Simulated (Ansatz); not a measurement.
# C₅H₅Cu: geometry optimisation

Aim: relax C₅H₅Cu at this level.

The runs use Ansatz 0.2.0; RKS PBE0-D4/def2-SVP.

## (1) The starting structure

SMILES `[CH]12[CH]3[CH]4[CH]5[CH]1[Cu]2345`, 11 atoms, charge 0, spin multiplicity 1.

Atoms are counted from 1 here; the program's logs count them from 0.

Bond lengths: C1–C2 1.440 Å, C1–C5 1.440 Å, C1–Cu6 2.171 Å, C1–H7 1.098 Å, C2–C3 1.440 Å, C2–Cu6 2.172 Å, C2–H8 1.098 Å, C3–C4 1.440 Å, C3–Cu6 2.171 Å, C3–H9 1.098 Å, C4–C5 1.440 Å, C4–Cu6 2.171 Å, C4–H10 1.098 Å, C5–Cu6 2.171 Å, C5–H11 1.098 Å. Angles: C2–C1–C5 108.0°, C2–C1–Cu6 70.6°, C2–C1–H7 125.9°, C5–C1–Cu6 70.6°, C5–C1–H7 125.9°, Cu6–C1–H7 127.2°, C1–C2–C3 108.0°, C1–C2–Cu6 70.6°, C1–C2–H8 125.9°, C3–C2–Cu6 70.6°, C3–C2–H8 125.9°, Cu6–C2–H8 127.2°, C2–C3–C4 108.0°, C2–C3–Cu6 70.6°, C2–C3–H9 126.0°, C4–C3–Cu6 70.6°, C4–C3–H9 125.9°, Cu6–C3–H9 127.2° and more.

Geometry (Å):

| atom | x (Å) | y (Å) | z (Å) |
| --- | --- | --- | --- |
| C1 | -0.7298 | -0.8896 | -0.4427 |
| C2 | -0.3546 | -0.7183 | 0.9373 |
| C3 | 0.3455 | 0.5348 | 1.0559 |
| C4 | 0.4029 | 1.1378 | -0.2508 |
| C5 | -0.2616 | 0.2575 | -1.1771 |
| Cu6 | 1.4332 | -0.7726 | -0.2941 |
| H7 | -1.3236 | -1.7178 | -0.8510 |
| H8 | -0.6125 | -1.3933 | 1.7639 |
| H9 | 0.7141 | 0.9814 | 1.9886 |
| H10 | 0.8229 | 2.1242 | -0.4875 |
| H11 | -0.4364 | 0.4560 | -2.2426 |

## (2) Relaxation

File input.yaml:

```yaml
crystal:
  periodic: [false, false, false]
  atoms:
    - { symbol: C, position_ang: [-0.729835, -0.889635, -0.44267] }
    - { symbol: C, position_ang: [-0.354619, -0.718312, 0.937322] }
    - { symbol: C, position_ang: [0.345521, 0.534755, 1.055929] }
    - { symbol: C, position_ang: [0.402946, 1.137822, -0.250827] }
    - { symbol: C, position_ang: [-0.261613, 0.257487, -1.177099] }
    - { symbol: Cu, position_ang: [1.433216, -0.772562, -0.294095] }
    - { symbol: H, position_ang: [-1.323633, -1.717843, -0.851021] }
    - { symbol: H, position_ang: [-0.61253, -1.393253, 1.763901] }
    - { symbol: H, position_ang: [0.714121, 0.981375, 1.988638] }
    - { symbol: H, position_ang: [0.822867, 2.124201, -0.487465] }
    - { symbol: H, position_ang: [-0.43644, 0.455965, -2.242613] }
basis:
  gaussian: { orbitals: def2-SVP }
hamiltonian:
  xc: pbe0
  dispersion: d4
output:
  forces: true
relax:
  f_tol: 0.003
  max_steps: 120
```

On the command line:

```bash
$ ansatz run input.yaml --threads 1 --pin off --max-ram 2560MiB --backend cpu --events-out ev --progress --plain --runs-dir out
```

What does the calculation give? Wanted: energy gained; root mean square move; dipole moment.

As calculated:

```
             quantity      value
        energy gained  0.0262 eV
root mean square move    0.017 Å
        dipole moment     3.43 D
```

In words: Bond lengths: C1–C2 1.427 Å, C1–C5 1.427 Å, C1–Cu6 2.190 Å, C1–H7 1.090 Å, C2–C3 1.427 Å, C2–Cu6 2.190 Å, C2–H8 1.090 Å, C3–C4 1.427 Å, C3–Cu6 2.190 Å, C3–H9 1.090 Å, C4–C5 1.427 Å, C4–Cu6 2.190 Å, C4–H10 1.090 Å, C5–Cu6 2.189 Å, C5–H11 1.090 Å. Angles: C2–C1–C5 108.0°, C2–C1–Cu6 71.0°, C2–C1–H7 126.0°, C5–C1–Cu6 71.0°, C5–C1–H7 126.0°, Cu6–C1–H7 126.3°, C1–C2–C3 108.0°, C1–C2–Cu6 71.0°, C1–C2–H8 126.0°, C3–C2–Cu6 71.0°, C3–C2–H8 126.0°, Cu6–C2–H8 126.3°, C2–C3–C4 108.0°, C2–C3–Cu6 71.0°, C2–C3–H9 126.0°, C4–C3–Cu6 71.0°, C4–C3–H9 126.0°, Cu6–C3–H9 126.3° and more. No frequencies were computed here.
